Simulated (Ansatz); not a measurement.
Predict the output of the script below (the Ansatz DFT code, driven from Python).

The script, `lita2o6_vcrelax.py`:
```python
"""Cell relaxation of LiTa2O6."""

from pathlib import Path

import ansatz as az
from ase import Atoms
from ase.data import atomic_numbers
from ase.neighborlist import neighbor_list
import numpy as np
from pymatgen.core import Structure
from pymatgen.core import Lattice, Structure
from pymatgen.io.ase import AseAtomsAdaptor
from pymatgen.symmetry.analyzer import SpacegroupAnalyzer
import spglib

def edges_and_angles(cell):
    cell = np.asarray(cell)
    a, b, c = np.linalg.norm(cell, axis=1)
    cosines = cell[1] @ cell[2] / (b * c), cell[0] @ cell[2] / (a * c), cell[0] @ cell[1] / (a * b)
    return (a, b, c, *np.degrees(np.arccos(cosines)))

pmg_structure = Structure(
    Lattice([(5.29298232, 0.0, 0.0), (2.64649084, 4.58385697, 0.0), (2.64649126, 1.52795221, 4.67070856)]),
    ["Li", "Ta", "Ta", "O", "O", "O", "O", "O", "O"],
    [
        (0.215408, 0.215408, 0.353776),
        (0.501926, 0.501926, 0.494222),
        (0.992329, 0.992329, 0.023013),
        (0.760131, 0.183186, 0.739919),
        (0.183186, 0.316764, 0.739919),
        (0.316764, 0.760131, 0.739919),
        (0.869124, 0.632338, 0.246878),
        (0.632338, 0.25166, 0.246878),
        (0.25166, 0.869125, 0.246877),
    ],
)
structure = az.Crystal.from_ase(AseAtomsAdaptor.get_atoms(pmg_structure))

# edges free, angles fixed
setup = (
    structure.calculation()
    .functional("PBEsol")
    .basis(450)  # a bare number is in eV
    .kpoints(mesh=(5, 5, 5))
    .occupations("fermi_dirac", width=0.05)  # the run then minimises F = E - TS
    .scf(tolerance=1e-10)
    .relax(force_tolerance=0.005, max_steps=60, fix_cell=["angles"])  # relax until the tolerances are met
    .density()
    .potential()  # keep the local potentials
    .electron_localization_function()  # 1 for a lone pair or bond, 0.5 for a uniform gas
    .output_files(volumetric_format="npy")
)
steps = []


def collect(event):
    if event["event"] == "relax_step":
        steps.append(event["data"])


result = setup.session().plan().execute(on_event=collect)
summary = result.report
for s in steps:
    flag = "" if s["accepted"] else "  (rejected)"
    print("step %2d  E = %.5f eV  largest force component = %.4f eV/A%s" % (s["step"], s["lagrangian_ev"], s["allowed_force_max_ev_ang"], flag))

first, last = steps[0], steps[-1]
symbols = [site.symbol for site in result.lattice.sites]
print(f"energy gained {first['lagrangian_ev'] - last['lagrangian_ev']:.4f} eV in {len(steps) - 1} steps")
for label, vectors in (("before", first["cell_ang"]), ("after", result.lattice.cell_ang)):
    print(label, "a b c (A) {:.4f} {:.4f} {:.4f}  angles {:.2f} {:.2f} {:.2f}".format(*edges_and_angles(vectors)), f" V = {abs(np.linalg.det(vectors)):.3f} A^3")
print("final stress xx yy zz (GPa, compression positive):", np.round(np.diag(summary["stress_gpa"]), 3) + 0.0)

final = Atoms(symbols, positions=last["positions_ang"], cell=result.lattice.cell_ang, pbc=True)
i, j, d = neighbor_list("ijd", final, 4.5)
print("neighbours within 1.1 times the shortest distance of each atom (A)")
for atom in range(len(final)):
    near = [m for m in np.argsort(d) if i[m] == atom]
    shell = [m for m in near if d[m] < 1.1 * d[near[0]]]
    print(f"{symbols[atom]}{atom} ({len(shell)}):", ", ".join(f"{symbols[j[m]]} {d[m]:.3f}" for m in shell))

fractions = [site.position_frac for site in result.lattice.sites]
numbers = [atomic_numbers[s] for s in symbols]
for tolerance in (1e-3, 1e-2, 1e-1):
    print(f"space group at {tolerance} A:", spglib.get_spacegroup((result.lattice.cell_ang, fractions, numbers), symprec=tolerance))

print("relaxed fractional positions")
for site in result.lattice.sites:
    print(f"  {site.symbol:2s}", " ".join(f"{v % 1:8.5f}" for v in np.round(site.position_frac, 5)))

print("atom   start x y z (A)              end x y z (A)")
for symbol, a, b in zip(symbols, first["positions_ang"], last["positions_ang"]):
    print(f"{symbol:3s}", " ".join(f"{v:8.4f}" for v in a), "  ", " ".join(f"{v:8.4f}" for v in b))

print("%-22s %14.5f eV" % ("F = E - TS", summary["free_energy_ev"]))
print("%-22s %14.5f eV" % ("E", summary["internal_energy_ev"]))
print("%-22s %14.5f eV" % ("Harris-Foulkes", summary["harris_foulkes_ev"]))
print("%-22s %14.5f eV" % ("Fermi level", summary["fermi_energy_ev"]))

final = Structure(result.lattice.cell_ang, [s.symbol for s in result.lattice.sites], [s.position_frac for s in result.lattice.sites])
analyser = SpacegroupAnalyzer(final, symprec=0.01)
standard = analyser.get_conventional_standard_structure()
print(analyser.get_crystal_system(), analyser.get_space_group_symbol(), len(standard), "atoms in the conventional cell")
print("a b c (A):", [round(x, 4) for x in standard.lattice.abc], " angles:", [round(x, 2) for x in standard.lattice.angles])
print(f"mass density {float(final.density):.3f} g/cm^3")

folder = Path(result.write_results("fields"))
print("densities in e/A^3, potentials in eV, ELF without unit")
for name in sorted(p.name for p in folder.glob("*.npy")):
    field = np.load(folder / name)
    print(f"{name:16s} {str(field.shape):16s} min {field.min():10.4f}  mean {field.mean():10.4f}  max {field.max():10.4f}")
```

Running `python lita2o6_vcrelax.py` prints:
```text
DeckWarning: the atoms were moved onto the symmetric positions of the space group found under crystal.symmetry.tolerance 1.0e-5 (fractional; no operation is sought that the atoms, as they stand in a [...]
DeckWarning: crystal.symmetry: narrowed to the stabiliser of the fixed cell quantities (relax.cell.fix) — unitary ops 3 → 1. The narrowing is safe, since a smaller group never makes results wrong: [...]
step  1  E = -23188.30982 eV  largest force component = 0.2902 eV/A
step  2  E = -23188.37973 eV  largest force component = 0.1074 eV/A
step  3  E = -23188.38289 eV  largest force component = 0.0578 eV/A
step  4  E = -23188.38527 eV  largest force component = 0.0872 eV/A
step  5  E = -23188.38625 eV  largest force component = 0.0111 eV/A
step  6  E = -23188.38627 eV  largest force component = 0.0077 eV/A
step  7  E = -23188.38627 eV  largest force component = 0.0013 eV/A
step  8  E = -23188.38313 eV  largest force component = 0.0012 eV/A
step  9  E = -23188.38328 eV  largest force component = 0.0045 eV/A
step 10  E = -23188.38315 eV  largest force component = 0.0045 eV/A
energy gained 0.0733 eV in 9 steps
before a b c (A) 5.2930 5.2930 5.5816  angles 61.70 61.70 60.00  V = 113.322 A^3
after a b c (A) 5.2343 5.2343 5.5250  angles 61.70 61.70 60.00  V = 109.700 A^3
final stress xx yy zz (GPa, compression positive): [ 0.    -0.016  0.044]
neighbours within 1.1 times the shortest distance of each atom (A)
Li0 (6): O 2.065, O 2.065, O 2.066, O 2.265, O 2.268, O 2.269
Ta1 (6): O 1.942, O 1.942, O 1.943, O 2.001, O 2.001, O 2.001
Ta2 (6): O 1.936, O 1.936, O 1.936, O 2.010, O 2.011, O 2.011
O3 (2): Ta 1.943, Ta 2.011
O4 (2): Ta 1.942, Ta 2.010
O5 (2): Ta 1.942, Ta 2.011
O6 (3): Ta 1.936, Ta 2.001, Li 2.065
O7 (3): Ta 1.936, Ta 2.001, Li 2.065
O8 (3): Ta 1.936, Ta 2.001, Li 2.066
space group at 0.001 A: P1 (1)
space group at 0.01 A: R3 (146)
space group at 0.1 A: R3 (146)
relaxed fractional positions
  Li  0.20970  0.20948  0.37124
  Ta  0.50200  0.50203  0.49403
  Ta  0.99219  0.99220  0.02348
  O   0.76239  0.18541  0.73705
  O   0.18515  0.31538  0.73670
  O   0.31507  0.76304  0.73642
  O   0.87319  0.62932  0.24417
  O   0.62968  0.25315  0.24436
  O   0.25350  0.87285  0.24397
atom   start x y z (A)              end x y z (A)
Li    2.6465   1.5280   1.6524      2.6179   1.5108   1.7173
Ta    5.2930   3.0559   2.3084      5.2350   3.0226   2.2859
Ta    7.9395   4.5839   0.1075      7.8517   4.5332   0.1114
O     6.4663   1.9703   3.4559      6.4057   1.9547   3.4096
O     3.7661   2.5826   3.4559      3.7235   2.5433   3.4074
O     5.6465   4.6149   3.4559      5.5744   4.5722   3.4069
O     6.9271   3.2758   1.1531      6.8569   3.2219   1.1312
O     4.6663   1.5308   1.1531      4.5983   1.5170   1.1312
O     4.2855   4.3612   1.1531      4.2501   4.3255   1.1297
F = E - TS               -23188.38315 eV
E                        -23188.32344 eV
Harris-Foulkes           -23188.38315 eV
Fermi level                   6.27964 eV
trigonal R3 27 atoms in the conventional cell
a b c (A): [5.2343, 5.2343, 13.87]  angles: [90.0, 90.0, 120.0]
mass density 7.036 g/cm^3
densities in e/A^3, potentials in eV, ELF without unit
elf.npy          (40, 40, 40)     min     0.0011  mean     0.3031  max     0.9981
rho.npy          (40, 40, 40)     min     0.0041  mean     0.5925  max     9.0065
v_es.npy         (40, 40, 40)     min   -89.1872  mean     4.0103  max    14.0318
v_tot.npy        (40, 40, 40)     min  -118.1877  mean    -6.3686  max    12.5220
```
(Warnings from the package without file and line, shortened.)

Caveats:
- Absolute energies stand on the zero of these potentials, so only differences at equal settings mean something. A total without «per atom» is that of the whole cell that was run.
- The cell holds an odd number of electrons and is run without spin, so a magnetic state may lie lower.
- The mesh is modest for a metal, so energies can be off by several to tens of meV an atom and pressures by half a GPa or more; differences at equal mesh fare better.
- The zero of the levels is a convention of the potentials, so an absolute Fermi energy is no work function.
- Energies along a relaxation are free energies. Rows at an unchanged volume are solved on a plane-wave basis chosen afresh for that cell, so the energy can jump there; the script counts such rows among its steps.
- Edges and angles are those of the cell as typed, here a primitive one, not of the conventional cell.
- Spin-orbit coupling, which matters for elements this heavy, is left out.
- Grid values close to the nuclei reflect the PAW or pseudopotential construction, not the all-electron fields.
- The structure comes from a database of computed cells and needn't be a stable or known phase.
- Run time: 110 s on 1 thread of AMD EPYC 9R45 96-Core Processor (Zen 5) (shared host), peak memory 0.72 GiB.

(A comment or docstring line of the script was reworded after the run, the code is as it ran.)
